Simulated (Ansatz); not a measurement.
# C3H7BSi: the cost of one run

All numbers below are computed with Ansatz 0.2.0 (RKS B3LYP/def2-SVP).

## (1) The system as given

Bond lengths: C1–C2 1.148 Å, C2–B3 1.519 Å, B3–Si4 1.878 Å, Si4–C5 1.880 Å, C1–H6 1.133 Å, B3–H7 1.240 Å, Si4–H8 1.447 Å, Si4–H9 1.551 Å, C5–H10 1.096 Å, C5–H11 1.091 Å, C5–H12 1.110 Å. Angles (14 of 17 angles, heavy atoms first): C1–C2–B3 179.3°, C2–B3–Si4 123.1°, B3–Si4–C5 111.3°, C2–C1–H6 176.9°, C2–B3–H7 118.5°, Si4–B3–H7 118.3°, B3–Si4–H8 112.5°, B3–Si4–H9 106.2°, C5–Si4–H8 110.1°, C5–Si4–H9 107.8°, Si4–C5–H10 105.4°, Si4–C5–H11 109.4°, Si4–C5–H12 108.3°, H8–Si4–H9 108.8°.

As a file:

```xyz
12

C    -0.1343    2.6923    1.0660
C     0.2315    1.6050    1.1009
B     0.7331    0.1720    1.1463
Si   -0.0934   -1.2328    0.2126
C    -0.2251   -0.8491   -1.6234
H    -0.5502    3.7446    1.0108
H     1.7752   -0.0710    1.7721
H     0.5799   -2.4990    0.4082
H    -1.5339   -1.3391    0.7788
H     0.8086   -0.7528   -1.9760
H    -0.7707   -1.6511   -2.1235
H    -0.7438    0.1259   -1.7389
```

## (2) End point A

input.yaml

```yaml
crystal:
  periodic: [false, false, false]
  atoms:
    - { symbol: C, position_ang: [-0.1343, 2.6923, 1.066] }
    - { symbol: C, position_ang: [0.2315, 1.605, 1.1009] }
    - { symbol: B, position_ang: [0.7331, 0.172, 1.1463] }
    - { symbol: Si, position_ang: [-0.0934, -1.2328, 0.2126] }
    - { symbol: C, position_ang: [-0.2251, -0.8491, -1.6234] }
    - { symbol: H, position_ang: [-0.5502, 3.7446, 1.0108] }
    - { symbol: H, position_ang: [1.7752, -0.071, 1.7721] }
    - { symbol: H, position_ang: [0.5799, -2.499, 0.4082] }
    - { symbol: H, position_ang: [-1.5339, -1.3391, 0.7788] }
    - { symbol: H, position_ang: [0.8086, -0.7528, -1.976] }
    - { symbol: H, position_ang: [-0.7707, -1.6511, -2.1235] }
    - { symbol: H, position_ang: [-0.7438, 0.1259, -1.7389] }
basis:
  gaussian: { orbitals: def2-SVP }
hamiltonian:
  xc: b3lyp
relax:
  f_tol: 0.015
  max_steps: 40
```

Command:

```bash
> ansatz run input.yaml --threads 2 --pin off --max-ram 3072MiB --backend cpu --events-out ev --progress --plain --runs-dir out
```

Q: Estimate wall time and peak memory on 2 threads of Intel Xeon Platinum 8488C (Sapphire Rapids), shared host.

About 45 s, with a peak of 0.25 GiB.
